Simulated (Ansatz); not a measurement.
# C₁₀H₂₀HfN₂O: how energies converge with the basis set

How large a basis does C₁₀H₂₀HfN₂O need? Two functionals are run in growing sets.

The runs use Ansatz 0.2.0, Gaussian basis; one geometry, several basis sets.

Plan: PBE0-D4/def2-SVP; ωB97M-V/def2-SVP; PBE0-D4/def2-QZVPP; ωB97M-V/def2-QZVPP; the functionals' def2-TZVPP values are taken from earlier runs.

### Step 1. Structure used throughout

An earlier PBE0-D4 in a triple-zeta def2 set relaxation fixed the geometry. Hf takes the def2 core potential; no spin-orbit term is included.

SMILES `C[N](C)[Hf]1234([OH])([N](C)C)[C@@H]5[C@H]1[C@H]2[C@@]3(C)[C@@H]54`, 34 atoms, charge 0, spin multiplicity 1.

Atoms are counted from 1 here; the program's logs count them from 0.

Bond lengths: C1–N2 1.438 Å, C1–H15 1.102 Å, C1–H16 1.103 Å, C1–H17 1.093 Å, N2–C3 1.440 Å, N2–Hf4 2.056 Å, C3–H18 1.101 Å, C3–H19 1.103 Å, C3–H20 1.095 Å, Hf4–O5 1.963 Å, Hf4–N6 2.050 Å, Hf4–C9 2.506 Å, Hf4–C10 2.525 Å, Hf4–C11 2.563 Å, Hf4–C12 2.574 Å, Hf4–C14 2.510 Å, O5–H21 0.953 Å, N6–C7 1.449 Å and more. Angles: N2–C1–H15 111.5°, N2–C1–H16 112.3°, N2–C1–H17 110.6°, H15–C1–H16 106.7°, H15–C1–H17 107.7°, H16–C1–H17 107.7°, C1–N2–C3 112.1°, C1–N2–Hf4 126.8°, C3–N2–Hf4 120.3°, N2–C3–H18 111.6°, N2–C3–H19 112.4°, N2–C3–H20 111.0°, H18–C3–H19 107.0°, H18–C3–H20 106.9°, H19–C3–H20 107.7°, N2–Hf4–O5 102.7°, N2–Hf4–N6 102.1°, N2–Hf4–C9 89.7° and more.

### Step 2. PBE0-D4 in def2-SVP

in.yaml

```yaml
crystal:
  periodic: [false, false, false]
  atoms:
    - {symbol: C, position_ang: [-2.845152, -1.069393, -0.294879]}
    - {symbol: N, position_ang: [-1.989846, 0.027064, -0.659231]}
    - {symbol: C, position_ang: [-2.535889, 0.804675, -1.740817]}
    - {symbol: Hf, position_ang: [-0.059731, 0.345086, -0.026251]}
    - {symbol: O, position_ang: [0.024696, 2.299458, 0.131382]}
    - {symbol: N, position_ang: [-0.090776, -0.445903, 1.865143]}
    - {symbol: C, position_ang: [-1.048283, 0.263477, 2.689230]}
    - {symbol: C, position_ang: [0.601203, -1.446110, 2.625572]}
    - {symbol: C, position_ang: [0.775507, -1.110760, -1.887658]}
    - {symbol: C, position_ang: [1.380449, -1.610075, -0.718892]}
    - {symbol: C, position_ang: [2.297382, -0.636267, -0.251729]}
    - {symbol: C, position_ang: [2.264473, 0.468221, -1.125111]}
    - {symbol: C, position_ang: [3.101758, 1.699393, -1.039156]}
    - {symbol: C, position_ang: [1.304993, 0.177983, -2.126222]}
    - {symbol: H, position_ang: [-3.844713, -0.719378, 0.007912]}
    - {symbol: H, position_ang: [-2.995223, -1.777420, -1.127218]}
    - {symbol: H, position_ang: [-2.420830, -1.626899, 0.543813]}
    - {symbol: H, position_ang: [-3.518837, 1.226835, -1.479999]}
    - {symbol: H, position_ang: [-2.673842, 0.209210, -2.659022]}
    - {symbol: H, position_ang: [-1.882958, 1.648692, -1.986231]}
    - {symbol: H, position_ang: [0.607400, 3.052009, 0.089186]}
    - {symbol: H, position_ang: [-0.564233, 0.763619, 3.541566]}
    - {symbol: H, position_ang: [-1.816843, -0.413332, 3.092652]}
    - {symbol: H, position_ang: [-1.573442, 1.037254, 2.116770]}
    - {symbol: H, position_ang: [1.326297, -1.980194, 2.010927]}
    - {symbol: H, position_ang: [-0.094484, -2.191610, 3.042131]}
    - {symbol: H, position_ang: [1.143435, -1.009346, 3.479421]}
    - {symbol: H, position_ang: [0.020074, -1.607133, -2.478328]}
    - {symbol: H, position_ang: [1.176890, -2.566501, -0.259895]}
    - {symbol: H, position_ang: [2.913485, -0.717614, 0.632682]}
    - {symbol: H, position_ang: [4.038702, 1.571146, -1.589542]}
    - {symbol: H, position_ang: [3.359190, 1.938600, -0.005341]}
    - {symbol: H, position_ang: [2.587046, 2.560064, -1.471649]}
    - {symbol: H, position_ang: [1.032133, 0.835141, -2.941216]}
basis:
  gaussian: {orbitals: def2-SVP}
hamiltonian: {xc: pbe0, dispersion: d4}
output: {orbitals: {seedname: orbitals}}
```

Command:

```sh
> ansatz run in.yaml --threads 11 --pin off --events-out ev --progress --plain --max-ram 174080MiB --backend cpu
```

Further steps of the session: ωB97M-V in def2-SVP; PBE0-D4 in def2-QZVPP; ωB97M-V in def2-QZVPP.

**Question.** What will the summary of the whole plan be? Wanted: PBE0-D4: double and triple zeta above quadruple; ωB97M-V: double and triple zeta above quadruple.

As calculated:

| quantity | value |
| --- | --- |
| PBE0-D4: double and triple zeta above quadruple | 18.50, 0.88 eV |
| ωB97M-V: double and triple zeta above quadruple | 19.30, 0.84 eV |

What this shows: For PBE0-D4 the step from double to triple zeta gains 17.62 eV and the next only 0.88 eV. These are total energies; as a rule much of such shifts cancels in differences, which this series doesn't test. The LUMO of ωB97M-V is positive and keeps falling with the basis (2.00 to 0.96 eV): an unbound level that the basis holds in place.
